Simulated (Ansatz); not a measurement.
# C2H11NSi3: the cost of one run

All numbers below are computed with Ansatz 0.2.0 (RKS PBE-D4/6-31G).

## (1) The starting structure

Bond lengths (14 of 16 bonds, heavy atoms first): Si1–C2 1.832 Å, C2–C3 1.523 Å, C3–Si4 2.004 Å, C3–N5 1.275 Å, N5–Si6 1.751 Å, Si1–H7 1.446 Å, Si1–H8 1.530 Å, Si1–H9 1.441 Å, C2–H10 1.099 Å, C2–H11 1.120 Å, Si4–H12 1.482 Å, Si4–H13 1.448 Å, Si4–H14 1.419 Å, Si6–H15 1.469 Å. Angles (14 of 28 angles, heavy atoms first): Si1–C2–C3 115.1°, C2–C3–Si4 114.7°, C2–C3–N5 117.8°, Si4–C3–N5 127.4°, C3–N5–Si6 127.4°, Si1–C2–H10 108.8°, Si1–C2–H11 109.4°, C3–C2–H10 110.4°, C3–C2–H11 107.8°, C2–Si1–H7 112.0°, C2–Si1–H8 109.7°, C2–Si1–H9 110.1°, C3–Si4–H12 106.6°, C3–Si4–H13 106.8°.

Its coordinates follow in the input file.

## (2) End point A

input.yaml reads:

```yaml
crystal:
  periodic: [false, false, false]
  atoms:
    - { symbol: Si, position_ang: [-1.6044, -2.0446, -0.4692] }
    - { symbol: C, position_ang: [-0.3519, -1.3792, 0.6912] }
    - { symbol: C, position_ang: [0.1637, 0.0136, 0.3553] }
    - { symbol: Si, position_ang: [1.7642, 0.0451, -0.8506] }
    - { symbol: "N", position_ang: [-0.3984, 1.0082, 0.9223] }
    - { symbol: Si, position_ang: [0.0087, 2.7025, 0.749] }
    - { symbol: H, position_ang: [-2.0324, -3.3754, -0.0987] }
    - { symbol: H, position_ang: [-2.8195, -1.1163, -0.5033] }
    - { symbol: H, position_ang: [-1.0875, -2.0362, -1.8142] }
    - { symbol: H, position_ang: [0.483, -2.0907, 0.7587] }
    - { symbol: H, position_ang: [-0.7832, -1.345, 1.7243] }
    - { symbol: H, position_ang: [1.3555, 0.7699, -2.0773] }
    - { symbol: H, position_ang: [2.033, -1.327, -1.2258] }
    - { symbol: H, position_ang: [2.8389, 0.7153, -0.2103] }
    - { symbol: H, position_ang: [-0.0925, 3.0089, -0.6846] }
    - { symbol: H, position_ang: [-0.9144, 3.548, 1.5704] }
    - { symbol: H, position_ang: [1.4181, 2.9023, 1.203] }
basis:
  gaussian: { orbitals: "6-31G" }
hamiltonian:
  xc: pbe
  dispersion: d4
relax:
  f_tol: 0.015
  max_steps: 40
```

Command:

```
$ ansatz run input.yaml --threads 1 --pin off --max-ram 2048MiB --backend cpu --events-out ev --progress --plain --runs-dir out
```

What time and memory should one allow on 1 thread of Arm Neoverse V1, shared host?

About 2.9 min, with a peak of 0.16 GiB.
